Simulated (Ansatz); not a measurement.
# Sc4Mo: the cost of one run

Computed with Ansatz 0.2.0 (DFT PBE, scalar-relativistic, plane waves, PAW, unless a step's input says otherwise).

**1. The starting structure**

It takes space group Pm-3m (No. 221, cubic). The conventional cell has a = 4.508 Å, b = 4.508 Å, c = 4.508 Å, α = 90.00°, β = 90.00°, γ = 90.00°. Around Sc (site symmetry 4/mmm) lie 2 Mo at 2.25 Å. Around Sc (site symmetry m-3m) lie 12 Sc at 3.19 Å. Mo (site symmetry m-3m) is surrounded by 6 Sc at 2.25 Å.

Structure file:

```
CELL_PARAMETERS angstrom
4.50819 0.00000 0.00000
0.00000 4.50819 0.00000
0.00000 0.00000 4.50819
ATOMIC_POSITIONS crystal
Sc 0.50000 0.00000 0.00000
Sc 0.00000 0.50000 0.00000
Sc 0.00000 0.00000 0.50000
Sc 0.50000 0.50000 0.50000
Mo 0.00000 0.00000 0.00000
```

Recipe of the guess: random cell by space group and Wyckoff sites (Pm-3m, No. 221). Lengths come from tabulated atomic sizes and are only a guess.

**2. A first look at the guess**

input.yaml reads:

```yaml
crystal:
  lattice:
    - [4.50819096, 0.0, 0.0]
    - [0.0, 4.50819096, 0.0]
    - [0.0, 0.0, 4.50819096]
  atoms:
    - { symbol: Sc, position: [0.5, 0.0, 0.0] }
    - { symbol: Sc, position: [0.0, 0.5, 0.0] }
    - { symbol: Sc, position: [0.0, 0.0, 0.5] }
    - { symbol: Sc, position: [0.5, 0.5, 0.5] }
    - { symbol: Mo, position: [0.0, 0.0, 0.0] }
basis:
  ecutwfc: 420
kpoints:
  mp_grid: { grid: [4, 4, 4] }
hamiltonian:
  xc: pbe
scf:
  occupations: { method: gaussian, width: 0.1 }
  lower_state_search: "off"
output:
  forces: true
  stress: true
  eigenvalues: true
```

Started as:

```
> ansatz run input.yaml --threads 1 --pin off --max-ram 2560MiB --backend cpu --events-out ev --progress --plain --runs-dir out
```

**Question.** How long does this run take on 1 thread of Intel Xeon Platinum 8488C (Sapphire Rapids), shared host, and how much memory does it need?

About 2.2 s, with a peak of 0.42 GiB.
